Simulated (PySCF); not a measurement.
# SnH⁺ at other levels of theory

Starting from one script, swap the method and compare what comes out for SnH⁺.

Method: each script names its method and basis; program: PySCF 2.14.0.

3 further runs of the same task are left out: 1 for a known fault of the program, 2 that didn't finish.

## Step 1: Starting geometry

SnH⁺: 2 atoms, charge 1, spin multiplicity 1.

Bond lengths: Sn1–H2 1.859 Å.

## Step 2: Base script

Input file input.py:

```python
from pyscf import gto, scf, mp

mol = gto.M(
    atom='Sn 0 0 0; H 0 0 1.859',
    basis='def2-tzvp',
    ecp={'Sn': 'def2-tzvp'},
    charge=1,
    spin=0,
    verbose=4,
)
mf = scf.RHF(mol)
mf.kernel()
mp.MP2(mf, frozen=4).kernel()
mf.dip_moment()
print('orbital energies (hartree):', mf.mo_energy[..., max(0, mol.nelec[1]-3):mol.nelec[0]+3].round(4))
```

Started as:

```bash
$ OMP_NUM_THREADS=1 python input.py
```

## Step 3: ROHF

Variant 1 changes SCF type: RHF → ROHF.

input.py, as its differences from that of step 2:

```diff
@@ -10,3 +10,3 @@
 )
-mf = scf.RHF(mol)
+mf = scf.ROHF(mol)
 mf.kernel()
```

## Step 4: MP2

Variant 2 changes frozen orbitals: 4 → none.

input.py, as its differences from that of step 2:

```diff
@@ -12,3 +12,3 @@
 mf.kernel()
-mp.MP2(mf, frozen=4).kernel()
+mp.MP2(mf).kernel()
 mf.dip_moment()
```

## Step 5: X3lyp (RKS)

Variant 3 changes functional: none (Hartree–Fock) → x3lyp; SCF type: RHF → RKS; step after the SCF: mp2 → analyze.

input.py, as its differences from that of step 2:

```diff
@@ -1,2 +1,2 @@
-from pyscf import gto, scf, mp
+from pyscf import gto, dft
 
@@ -10,5 +10,5 @@
 )
-mf = scf.RHF(mol)
+mf = dft.RKS(mol, xc='x3lyp')
 mf.kernel()
-mp.MP2(mf, frozen=4).kernel()
+mf.mulliken_pop()
 mf.dip_moment()
```

Q: Predict the outcome of this session. Wanted: for each run, E(SCF); from base; gap; after the SCF.

The runs gave:

```csv
run,E(SCF) (hartree),from base (eV),cycles,gap (eV),after the SCF
base,-213.652869,0,8,9.69,"MP2 correlation -7.461 eV, core frozen"
ROHF,-213.652869,0.0000,8,n/a,"MP2 correlation -7.461 eV, core frozen"
MP2,-213.652869,0.0000,8,9.69,MP2 correlation -9.209 eV
x3lyp (RKS),-214.599197,not comparable,8,3.98,n/a
```

No change of the SCF energy comes from ROHF. Total energies of different functionals can't be compared with each other; differences within one functional can.
